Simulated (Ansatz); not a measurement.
# Nb2CS2: a Nb atom hops into a vacancy

Aim: the barrier for Nb10 to jump 3.25 Å into the empty Nb site beside it, in a 2×2×1 supercell of Nb2CS2 with one Nb atom removed. The band relaxes its own ends first.

Method: DFT PBEsol, plane waves, PAW, scalar-relativistic, no spin polarisation, in Ansatz 0.2.0.

### Step 1. The starting structure

The cell holds 19 atoms (C4Nb7S8): a = 6.543 Å, b = 6.543 Å, c = 8.689 Å, α = 100.85°, β = 100.85°, γ = 60.00°.

The empty site lies at (-1.63, 4.71, 1.01) Å, and Nb10 starts at (1.62, 4.73, 1.06) Å. All atoms were shaken by about 0.02 Å to break the symmetry.

Its coordinates follow in the input file.

### Step 2. Relaxing the ends and the band

crystal.atoms is the first end and neb.final_atoms the second, which differs in Nb10 alone.

File input.yaml:

```yaml
crystal:
  lattice:
    - [3.27131425, 5.66608249, 0.0]
    - [-3.27131425, 5.66608249, 0.0]
    - [0.0, -1.88869416, 8.481379]
  atoms:
    - { symbol: Nb, position: [0.1878092, 0.1886576, 0.12250889] }
    - { symbol: Nb, position: [0.31348315, 0.31469529, 0.87926567] }
    - { symbol: S, position: [0.11250643, 0.11784375, 0.68933985] }
    - { symbol: S, position: [0.38225115, 0.38375408, 0.31428129] }
    - { symbol: C, position: [7.236e-05, 0.00158534, 0.00053799] }
    - { symbol: Nb, position: [0.31142244, 0.81443279, 0.87739505] }
    - { symbol: S, position: [0.11155448, 0.61471999, 0.68597585] }
    - { symbol: S, position: [0.37914547, 0.88925365, 0.31596553] }
    - { symbol: C, position: [0.00253621, 0.50103379, 0.00059575] }
    - { symbol: Nb, position: [0.6865485, 0.19017129, 0.12462002] }
    - { symbol: Nb, position: [0.81717713, 0.31418643, 0.8790407] }
    - { symbol: S, position: [0.61414061, 0.11945955, 0.68982514] }
    - { symbol: S, position: [0.88683938, 0.38700385, 0.31049569] }
    - { symbol: C, position: [0.49240649, 0.00364419, 0.00023296] }
    - { symbol: Nb, position: [0.68352793, 0.68988932, 0.12093449] }
    - { symbol: Nb, position: [0.818654, 0.8067127, 0.87179176] }
    - { symbol: S, position: [0.61484969, 0.61836196, 0.69169647] }
    - { symbol: S, position: [0.88759504, 0.88515802, 0.31322043] }
    - { symbol: C, position: [0.50050378, 0.49575818, -0.00017716] }
kpoints:
  mp_grid: { grid: [3, 3, 2] }
magnetization:
  spin_polarized: false
scf:
  occupations: { method: fermi_dirac, width: 0.05 }
hamiltonian:
  pseudopotentials: { kind: paw }
  xc: pbesol
basis:
  ecutwfc: 420
neb:
  images: 5
  relax_end_points: true
  climbing: true
  f_tol: 0.1
  max_iterations: 40
  order_check: false
  final_atoms:
    - { symbol: Nb, position: [0.1878092, 0.1886576, 0.12250889] }
    - { symbol: Nb, position: [0.31348315, 0.31469529, 0.87926567] }
    - { symbol: S, position: [0.11250643, 0.11784375, 0.68933985] }
    - { symbol: S, position: [0.38225115, 0.38375408, 0.31428129] }
    - { symbol: C, position: [7.236e-05, 0.00158534, 0.00053799] }
    - { symbol: Nb, position: [0.31142244, 0.81443279, 0.87739505] }
    - { symbol: S, position: [0.11155448, 0.61471999, 0.68597585] }
    - { symbol: S, position: [0.37914547, 0.88925365, 0.31596553] }
    - { symbol: C, position: [0.00253621, 0.50103379, 0.00059575] }
    - { symbol: Nb, position: [0.18636551, 0.68495727, 0.11956148] }
    - { symbol: Nb, position: [0.81717713, 0.31418643, 0.8790407] }
    - { symbol: S, position: [0.61414061, 0.11945955, 0.68982514] }
    - { symbol: S, position: [0.88683938, 0.38700385, 0.31049569] }
    - { symbol: C, position: [0.49240649, 0.00364419, 0.00023296] }
    - { symbol: Nb, position: [0.68352793, 0.68988932, 0.12093449] }
    - { symbol: Nb, position: [0.818654, 0.8067127, 0.87179176] }
    - { symbol: S, position: [0.61484969, 0.61836196, 0.69169647] }
    - { symbol: S, position: [0.88759504, 0.88515802, 0.31322043] }
    - { symbol: C, position: [0.50050378, 0.49575818, -0.00017716] }
```

Run with:

```sh
> ansatz run input.yaml --threads 4 --pin off --max-ram 8192MiB --backend cpu --events-out ev --progress --plain --runs-dir out
```

**Question.** What will these runs give? Wanted: relaxation of the ends; barrier forwards; barrier backwards; second end relative to first; highest image.

**Answer**, as computed:

| quantity | value |
| --- | --- |
| relaxation of the ends | 2.304 eV lower, moves up to 0.25 Å; 2.541 eV lower, moves up to 0.26 Å |
| barrier forwards | 2.42 eV |
| barrier backwards | 2.42 eV |
| second end relative to first | 0.000 eV |
| highest image | 3 of 0 to 6, climbing |
| band iterations | 10 |

What this shows: Along this path the system climbs 2.42 eV from the first end (94 kT at 300 K); with a typical attempt rate of 10^13 per second that is roughly 10^-28 events a second. The ends differ by 1 meV at most. The input switches the test of curvatures off, so the top was not shown to be a first-order saddle. In 19 atoms the vacancy feels its images, and neither cell size nor mesh was tested.
